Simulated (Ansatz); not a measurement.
**HF/3-21G run of SiHCl2F (SMILES F[SiH](Cl)Cl)**

Aim: the electronic atomisation energy of SiHCl2F at HF/3-21G, from 5 runs. 

The calculation is run with Ansatz 0.2.0.

62 further runs of the same task are left out: 62 set aside as unsound or not needed.

### 1 The system as given

The species is SiHCl2F (5 atoms), meant as a singlet with charge 0. SMILES: `F[SiH](Cl)Cl`. The shape is that of a PBE0-D4/def2-TZVP optimisation.

Bond lengths: F1–Si2 1.581 Å, Si2–Cl3 2.024 Å, Si2–Cl4 2.024 Å, Si2–H5 1.467 Å. Angles: F1–Si2–Cl3 108.4°, F1–Si2–Cl4 108.4°, Cl3–Si2–Cl4 110.2°, F1–Si2–H5 109.1°, Cl3–Si2–H5 110.4°, Cl4–Si2–H5 110.4°.

### 2 A single-point energy at HF/3-21G

Contents of molecule.yaml:

```yaml
basis:
  gaussian:
    orbitals: 3-21G.json
crystal:
  periodic: [false, false, false]
  atoms:
    - {symbol: F, position_ang: [0.035500, -0.682700, 1.466900]}
    - {symbol: Si, position_ang: [0.115700, -0.048400, 0.020800]}
    - {symbol: Cl, position_ang: [-0.511900, 1.872300, 0.131500]}
    - {symbol: Cl, position_ang: [-1.092800, -1.108700, -1.208300]}
    - {symbol: H, position_ang: [1.503300, -0.106100, -0.452400]}
hamiltonian:
  xc: hf
accuracy: high
output: {orbitals: {seedname: orbitals}}
```

The basis set 3-21G is read from a file made from the Basis Set Exchange's data (not shown).

Launch:

```
$ ansatz run molecule.yaml --threads 1 --pin off --max-ram 3480MiB --events-out events.jsonl --progress --plain --runs-dir runs
```

Log:

```text
Warning: RAYON_NUM_THREADS=1 ignored (pool sized by the plan → 1); use --threads N
Functional definition: HF
  name "HF"
  exchange = exact_x
  correlation = 0
1077 factors; integrals over basis functions are off by at most 4.1e-9 eV
mean field evaluation 1: about -35416.3820 eV, gradient 2.7e1 eV
mean field evaluation 2: about -35416.5643 eV, gradient 2.7e1 eV
mean field evaluation 4: about -35418.4218 eV, gradient 1.5e0 eV
mean field evaluation 8: about -35418.4430 eV, gradient 1.2e-1 eV
mean field evaluation 16: about -35418.4431 eV, gradient 2.5e-8 eV
mean field -35418.44309223 eV, -1301.6037761566 hartree, gradient 2.5e-8 eV, S^2 0.000000; 0 other end points of the search recorded, 0 dependent functions left out
reference -35418.44309223 eV, -1301.6037761566 hartree; 29, 29 occupied and 21, 21 virtual orbitals, 1077 factors
Total energy: -35418.44309223 eV, -1301.6037761566 hartree
```

Wall time 0.26 s (1 thread of AMD EPYC 9R45 (Zen 5), shared host).

### 3 The Cl atom, same level

Contents of run.yaml:

```yaml
basis:
  gaussian: {orbitals: 3-21G.json}
crystal:
  periodic: [false, false, false]
  atoms:
    - {symbol: Cl, position_ang: [0.000000, 0.000000, 0.000000]}
magnetization: {spin_polarized: true, initial_magnetization: 1}
hamiltonian: {xc: hf}
accuracy: high
```

The basis set 3-21G is read from a file made from the Basis Set Exchange's data (not shown).

Launch:

```
$ ansatz run run.yaml --threads 1 --pin off --max-ram 3480MiB --events-out events.jsonl --progress --plain --runs-dir runs
```

Log:

```text
Warning: RAYON_NUM_THREADS=1 ignored (pool sized by the plan → 1); use --threads N
[... 4 set-up lines as earlier in the session ...]
77 factors; integrals over basis functions are off by at most 2.5e-9 eV
mean field evaluation 1: about -12443.0941 eV, gradient 2.3e0 eV
mean field evaluation 2: about -12443.0959 eV, gradient 2.2e0 eV
mean field evaluation 4: about -12443.1283 eV, gradient 2.2e-1 eV
mean field evaluation 8: about -12443.1289 eV, gradient 2.9e-3 eV
mean field evaluation 16: about -12443.1234 eV, gradient 6.8e-1 eV
mean field evaluation 32: about -12443.1289 eV, gradient 9.0e-3 eV
mean field -12443.12887118 eV, -457.2765517601 hartree, gradient 6.4e-8 eV, S^2 0.750372; 0 other end points of the search recorded, 0 dependent functions left out
reference -12443.12887118 eV, -457.2765517601 hartree; 9, 8 occupied and 4, 5 virtual orbitals, 77 factors
Total energy: -12443.12887118 eV, -457.2765517601 hartree
```

Wall time 0.04 s (1 thread of AMD EPYC 9R45 (Zen 5), shared host).

### 4 The F atom at the same level

Contents of job.yaml:

```yaml
crystal:
  periodic: [false, false, false]
  atoms:
    - symbol: F
      position_ang: [0.000000, 0.000000, 0.000000]
basis:
  gaussian:
    orbitals: 3-21G.json
hamiltonian:
  xc: hf
accuracy: high
magnetization:
  spin_polarized: true
  initial_magnetization: 1
```

The basis set 3-21G is read from a file made from the Basis Set Exchange's data (not shown).

Launch:

```
$ ansatz run job.yaml --threads 1 --pin off --max-ram 3480MiB --events-out events.jsonl --progress --plain --runs-dir runs
```

Log:

```text
Warning: RAYON_NUM_THREADS=1 ignored (pool sized by the plan → 1); use --threads N
[... 4 set-up lines as earlier in the session ...]
42 factors; integrals over basis functions are off by at most 1.4e-9 eV
mean field evaluation 1: about -2689.6565 eV, gradient 4.1e0 eV
mean field evaluation 2: about -2689.6568 eV, gradient 4.1e0 eV
mean field evaluation 4: about -2689.7090 eV, gradient 3.8e-1 eV
mean field evaluation 8: about -2689.7097 eV, gradient 1.4e-7 eV
mean field evaluation 16: about -2689.7097 eV, gradient 2.7e-2 eV
mean field -2689.70972651 eV, -98.8450092986 hartree, gradient 5.0e-8 eV, S^2 0.750308; 0 other end points of the search recorded, 0 dependent functions left out
reference -2689.70972651 eV, -98.8450092986 hartree; 5, 4 occupied and 4, 5 virtual orbitals, 42 factors
Total energy: -2689.70972651 eV, -98.8450092986 hartree
```

Run time: 0.02 s. Hardware: 1 thread of AMD EPYC 9R45 (Zen 5), shared host.

### 5 The H atom, same level

Contents of in.yaml:

```yaml
crystal:
  periodic: [false, false, false]
  atoms:
    - {symbol: H, position_ang: [0.000000, 0.000000, 0.000000]}
basis:
  gaussian: {orbitals: 3-21G.json}
magnetization: {spin_polarized: true, initial_magnetization: 1}
hamiltonian: {xc: hf}
accuracy: high
```

The basis set 3-21G is read from a file made from the Basis Set Exchange's data (not shown).

Run the same way, it converges to -0.49620 Eh (log not shown).

### 6 The Si atom

Contents of molecule.yaml:

```yaml
crystal:
  periodic: [false, false, false]
  atoms:
    - symbol: Si
      position_ang: [0.000000, 0.000000, 0.000000]
basis:
  gaussian: {orbitals: 3-21G.json}
magnetization: {spin_polarized: true, initial_magnetization: 2}
hamiltonian: {xc: hf}
accuracy: high
```

The basis set 3-21G is read from a file made from the Basis Set Exchange's data (not shown).

Run the same way, it converges to -287.34443 Eh (log not shown).

### 7 Summary of results

At HF/3-21G:

| quantity | value |
| --- | --- |
| molecule: total energy | -1301.60378 Eh |
| molecule: HOMO energy | -13.39 eV |
| molecule: LUMO energy | 3.38 eV |
| molecule: HOMO–LUMO gap | 16.77 eV |
| Cl atom: total energy | -457.27655 Eh |
| Cl atom: ⟨S²⟩ | 0.750 |
| F atom: total energy | -98.84501 Eh |
| F atom: ⟨S²⟩ | 0.750 |
| H atom: total energy | -0.49620 Eh |
| H atom: ⟨S²⟩ | 0.750 |
| Si atom: total energy | -287.34443 Eh |
| Si atom: ⟨S²⟩ | 2.000 |
| electronic atomisation energy | 9.933 eV |

In words: Taking the molecule apart into free atoms costs 9.93 eV (229 kcal/mol), before zero-point energy and without spin-orbit coupling. Hartree–Fock lacks the correlation of the bonding pairs, which as a rule makes this value much too low; in minimal bases other errors can mask that. The basis has no polarisation functions, which makes bonds too weak.
